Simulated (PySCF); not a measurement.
# C4H2FNO: the cost of one run

Programs: PySCF 2.14.0, with routines of our own; each step states its level. All values are computed. Atoms count from 0.

## (1) The starting structure

9 atoms, charge 0, multiplicity 1; geometry from: GFN2-xTB.

## (2) Magnetic properties: GIAO KT3/aug-pcSseg-1

What the job is given:

```
{"job": {"kind": "mag", "xc": "KT3", "basis": "aug-pcSseg-1", "isotopologues": 2}, "charge": 0, "multiplicity": 1}
N     -1.700587     2.025751     0.347405
C     -1.283329     0.992977     0.097433
C     -0.728345    -0.309283    -0.206775
C      0.666188    -0.436549     0.359358
F      0.737966    -0.859411     1.652518
C      1.741580    -0.079446    -0.288296
O      2.653162     0.201702    -0.951081
H     -0.718453    -0.450901    -1.290131
H     -1.354620    -1.078846     0.254389
```

Level: GIAO KT3/aug-pcSseg-1 magnetisability, rotational g tensor and spin-rotation constants, non-relativistic, gas phase.

Run with:

```
$ OMP_NUM_THREADS=1 python excited_run.py task.json out
```

One launch serves the whole session: the jobs run in the order shown.

Q: Estimate the wall time and peak memory of this first job on 1 thread of Intel Xeon 6975P-C, shared host.

About 46 s, with a peak of 0.62 GiB.
